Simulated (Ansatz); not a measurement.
**CH5FOSn (SMILES [CH3][SnH]([OH])[F]): levels of theory compared**

Aim: a comparison of 6 runs (HF/def2-SVP, HSE06/def2-SVP, PBE/def2-SVP, wB97M-V/def2-SVP, wB97X/def2-SVP, RPA@PBE/def2-SVP) of CH5FOSn. 

Program for the calculation: Ansatz 0.2.0.

116 further runs of the same task are left out: 116 set aside as unsound or not needed.

## Step 1: The structure to begin with

CH5FOSn has 9 atoms, charge 0, and is taken as a singlet. As SMILES, `[CH3][SnH]([OH])[F]`. The Sn2–F4 distance was set to 2.507 Å, away from the relaxed value.

Bond lengths: C1–Sn2 2.120 Å, Sn2–O3 1.954 Å, C1–H5 1.090 Å, C1–H6 1.090 Å, C1–H7 1.090 Å, Sn2–H8 1.697 Å, O3–H9 0.960 Å. Angles: C1–Sn2–O3 112.2°, C1–Sn2–H8 121.5°, O3–Sn2–H8 105.6°, Sn2–C1–H5 109.8°, Sn2–C1–H6 110.0°, Sn2–C1–H7 108.7°, Sn2–O3–H9 113.8°, H5–C1–H6 109.6°, H5–C1–H7 109.3°, H6–C1–H7 109.5°.

## Step 2: A single-point energy at HF/def2-SVP (core potential) (run 1)

Contents of input.yaml:

```yaml
basis:
  gaussian:
    orbitals: def2-SVP
crystal:
  periodic: [false, false, false]
  atoms:
    - {symbol: C, position_ang: [-0.245395, 1.572492, 0.338083]}
    - {symbol: Sn, position_ang: [-0.168595, -0.505808, 0.748283]}
    - {symbol: O, position_ang: [1.630005, -1.094808, 1.235683]}
    - {symbol: F, position_ang: [-0.613200, -1.596000, -1.464600]}
    - {symbol: H, position_ang: [-1.259095, 1.854992, 0.054883]}
    - {symbol: H, position_ang: [0.059005, 2.136992, 1.219183]}
    - {symbol: H, position_ang: [0.432405, 1.790692, -0.486917]}
    - {symbol: H, position_ang: [-1.206095, -1.225408, 1.882483]}
    - {symbol: H, position_ang: [2.280305, -0.966808, 0.541283]}
hamiltonian:
  xc: hf
accuracy: high
output: {orbitals: {seedname: orbitals}}
```

Started as:

```console
$ ansatz run input.yaml --threads 1 --pin off --max-ram 3480MiB --events-out events.jsonl --progress --plain --runs-dir runs
```

The log of the run:

```text
Warning: RAYON_NUM_THREADS=1 ignored (pool sized by the plan → 1); use --threads N
Functional definition: HF
  name "HF"
  exchange = exact_x
  correlation = 0
2171 factors; integrals over basis functions are off by at most 7.4e-9 eV
mean field evaluation 1: about -11646.6797 eV, gradient 5.1e1 eV
mean field evaluation 2: about -11646.7680 eV, gradient 5.1e1 eV
mean field evaluation 4: about -11652.2402 eV, gradient 3.3e0 eV
mean field evaluation 8: about -11652.3150 eV, gradient 3.8e-1 eV
mean field evaluation 16: about -11652.3160 eV, gradient 7.6e-7 eV
mean field -11652.31600681 eV, -428.2147150266 hartree, gradient 2.5e-8 eV, S^2 0.000000; 0 other end points of the search recorded, 0 dependent functions left out
reference -11652.31600681 eV, -428.2147150266 hartree; 25, 25 occupied and 68, 68 virtual orbitals, 2171 factors
Total energy: -11652.31600681 eV, -428.2147150266 hartree
```

Run time: 3.6 s. Hardware: 1 thread of Arm Neoverse V1, shared host; peak memory 0.28 GiB.

## Step 3: A single-point energy at HSE06/def2-SVP (core potential) (run 2)

Contents of molecule.yaml:

```yaml
basis:
  gaussian:
    orbitals: def2-SVP
crystal:
  periodic: [false, false, false]
  atoms:
    - {symbol: C, position_ang: [-0.245395, 1.572492, 0.338083]}
    - {symbol: Sn, position_ang: [-0.168595, -0.505808, 0.748283]}
    - {symbol: O, position_ang: [1.630005, -1.094808, 1.235683]}
    - {symbol: F, position_ang: [-0.613200, -1.596000, -1.464600]}
    - {symbol: H, position_ang: [-1.259095, 1.854992, 0.054883]}
    - {symbol: H, position_ang: [0.059005, 2.136992, 1.219183]}
    - {symbol: H, position_ang: [0.432405, 1.790692, -0.486917]}
    - {symbol: H, position_ang: [-1.206095, -1.225408, 1.882483]}
    - {symbol: H, position_ang: [2.280305, -0.966808, 0.541283]}
hamiltonian:
  xc: {name: HSE06}
accuracy: high
magnetization:
  spin_polarized: false
output: {orbitals: {seedname: orbitals}}
```

Started as:

```console
$ ansatz run molecule.yaml --threads 1 --pin off --max-ram 3480MiB --events-out events.jsonl --progress --plain --runs-dir runs
```

The log of the run:

```text
Warning: RAYON_NUM_THREADS=1 ignored (pool sized by the plan → 1); use --threads N
Functional definition: HSE06
  name "HSE06"
  parameter a = 0.25
  parameter omega = 0.11/bohr
  exchange = pbe_x - a*pbe_x_sr(omega) + a*exact_x_sr(omega)
  correlation = pbe_c
2171 factors; integrals over basis functions are off by at most 7.4e-9 eV
106 factors; integrals over basis functions are off by at most 8.8e-10 eV
mean field evaluation 1: about -11690.3447 eV, gradient 7.6e1 eV
mean field evaluation 2: about -11629.0788 eV, gradient 1.9e2 eV
mean field evaluation 4: about -11701.5427 eV, gradient 1.6e1 eV
mean field evaluation 8: about -11701.9771 eV, gradient 2.9e-1 eV
mean field evaluation 16: about -11702.1238 eV, gradient 3.0e-4 eV
mean field -11702.12377530 eV, -430.0451167578 hartree, gradient 4.6e-8 eV, S^2 0.000000; 0 other end points of the search recorded, 0 dependent functions left out
reference -11702.12377932 eV, -430.0451169055 hartree; 25, 25 occupied and 68, 68 virtual orbitals, 2171 factors
Total energy: -11702.12377932 eV, -430.0451169055 hartree
```

Wall time 9.9 s (1 thread of Arm Neoverse V1, shared host); peak memory 0.35 GiB.

## Step 4: The energy at PBE/def2-SVP (core potential) (run 3)

Contents of run.yaml:

```yaml
crystal:
  periodic: [false, false, false]
  atoms:
    - {symbol: C, position_ang: [-0.245395, 1.572492, 0.338083]}
    - {symbol: Sn, position_ang: [-0.168595, -0.505808, 0.748283]}
    - {symbol: O, position_ang: [1.630005, -1.094808, 1.235683]}
    - {symbol: F, position_ang: [-0.613200, -1.596000, -1.464600]}
    - {symbol: H, position_ang: [-1.259095, 1.854992, 0.054883]}
    - {symbol: H, position_ang: [0.059005, 2.136992, 1.219183]}
    - {symbol: H, position_ang: [0.432405, 1.790692, -0.486917]}
    - {symbol: H, position_ang: [-1.206095, -1.225408, 1.882483]}
    - {symbol: H, position_ang: [2.280305, -0.966808, 0.541283]}
basis:
  gaussian: {orbitals: def2-SVP}
hamiltonian: {xc: pbe}
accuracy: high
output: {orbitals: {seedname: orbitals}}
```

Started as:

```console
$ ansatz run run.yaml --threads 1 --pin off --max-ram 3480MiB --events-out events.jsonl --progress --plain --runs-dir runs
```

The log of the run:

```text
Warning: RAYON_NUM_THREADS=1 ignored (pool sized by the plan → 1); use --threads N
Functional definition: PBE
  name "PBE"
  parameter kappa = 0.804
  parameter beta = 0.06672455060314922
  exchange = pbe_x(kappa = kappa, mu = beta*pi^2/3)
  correlation = pbe_c(beta = beta)
2171 factors; integrals over basis functions are off by at most 7.4e-9 eV
mean field evaluation 1: about -11686.3250 eV, gradient 8.7e1 eV
mean field evaluation 2: about -11455.6835 eV, gradient 2.8e2 eV
mean field evaluation 4: about -11700.5152 eV, gradient 2.9e1 eV
mean field evaluation 8: about -11702.1632 eV, gradient 4.7e-1 eV
mean field evaluation 16: about -11702.1541 eV, gradient 1.7e-4 eV
mean field -11702.15411514 eV, -430.0462317265 hartree, gradient 8.3e-8 eV, S^2 0.000000; 0 other end points of the search recorded, 0 dependent functions left out
reference -11702.15411920 eV, -430.0462318756 hartree; 25, 25 occupied and 68, 68 virtual orbitals, 2171 factors
Total energy: -11702.15411920 eV, -430.0462318756 hartree
```

It took 7.8 s on 1 thread of Arm Neoverse V1, shared host; peak memory 0.25 GiB.

Runs 4 to 5 aren't shown in full; the table further down has their settings and results.

## Step 5: A single-point energy at RPA@PBE/def2-SVP (core potential) (run 6)

Contents of job.yaml:

```yaml
crystal:
  periodic: [false, false, false]
  atoms:
    - {symbol: C, position_ang: [-0.245395, 1.572492, 0.338083]}
    - {symbol: Sn, position_ang: [-0.168595, -0.505808, 0.748283]}
    - {symbol: O, position_ang: [1.630005, -1.094808, 1.235683]}
    - {symbol: F, position_ang: [-0.613200, -1.596000, -1.464600]}
    - {symbol: H, position_ang: [-1.259095, 1.854992, 0.054883]}
    - {symbol: H, position_ang: [0.059005, 2.136992, 1.219183]}
    - {symbol: H, position_ang: [0.432405, 1.790692, -0.486917]}
    - {symbol: H, position_ang: [-1.206095, -1.225408, 1.882483]}
    - {symbol: H, position_ang: [2.280305, -0.966808, 0.541283]}
basis:
  gaussian: {orbitals: def2-SVP}
hamiltonian: {xc: {name: PBE}}
correlation: {method: rpa, frozen_orbitals: {C: 1, F: 1, H: 0, O: 1, Sn: 4}}
accuracy: high
```

Started as:

```console
$ ansatz run job.yaml --threads 1 --pin off --max-ram 3480MiB --events-out events.jsonl --progress --plain --runs-dir runs
```

The log of the run:

```text
Warning: RAYON_NUM_THREADS=1 ignored (pool sized by the plan → 1); use --threads N
Functional definition: PBE
  name "PBE"
  parameter kappa = 0.804
  parameter beta = 0.06672455060314922
  exchange = pbe_x(kappa = kappa, mu = beta*pi^2/3)
  correlation = pbe_c(beta = beta)
2171 factors; integrals over basis functions are off by at most 7.4e-9 eV
mean field evaluation 1: about -11686.3250 eV, gradient 8.7e1 eV
mean field evaluation 2: about -11686.3151 eV, gradient 8.7e1 eV
mean field evaluation 4: about -11676.0520 eV, gradient 1.1e2 eV
mean field evaluation 8: about -11702.1474 eV, gradient 1.5e0 eV
mean field evaluation 16: about -11702.1541 eV, gradient 1.6e-4 eV
mean field evaluation 32: about -11641.0604 eV, gradient 8.4e1 eV
mean field evaluation 64: about -11702.1502 eV, gradient 6.0e-1 eV
mean field -11702.15411514 eV, -430.0462317265 hartree, gradient 3.6e-8 eV, S^2 0.000000; 2 other end points of the search recorded, 0 dependent functions left out
7 core orbitals not correlated: weight in the atoms' cores, before any rotation towards them, 1.000 or more for the frozen orbitals, at most 0.000 for the correlated occupied ones
reference -11650.64516210 eV, -428.1533126161 hartree; 18, 18 occupied and 68, 68 virtual orbitals, 2171 factors
Total energy: -11678.67488677 eV, -429.1833859987 hartree
```

It took 21 s on 1 thread of Arm Neoverse V1, shared host; peak memory 0.46 GiB.

## Step 6: The series

```tsv
run	level	frozen core orbitals	energy (Eh)	HOMO energy (eV)	LUMO energy (eV)	HOMO–LUMO gap (eV)	wall time
1	HF/def2-SVP (core potential)	–	-428.214715	-12.23	1.57	13.80	3.6 s
2	HSE06/def2-SVP (core potential)	–	-430.045117	-7.37	-2.24	5.13	9.9 s
3	PBE/def2-SVP (core potential)	–	-430.046232	-5.78	-2.67	3.11	7.8 s
4	wB97M-V/def2-SVP (core potential)	–	-430.142554	-10.26	0.19	10.45	1.7 min
5	wB97X/def2-SVP (core potential)	–	-430.267436	-10.26	0.23	10.49	36 s
6	RPA@PBE/def2-SVP (core potential)	7	-429.183386	–	–	–	21 s
```

## Step 7: Outcome

| quantity | value |
| --- | --- |
| run 6: total energy | -429.18339 Eh |
| run 6: RPA correlation energy (valence) | -1030.1 mEh |

**Reading.** Over runs 1, 2, 3, 4, 5 the HOMO–LUMO gap runs from 3.11 eV (PBE/def2-SVP) to 13.80 eV (HF/def2-SVP). Exact exchange widens orbital gaps. Totals of different functionals can't be ranked against each other. All runs together took 3 min, the longest 1.7 min.
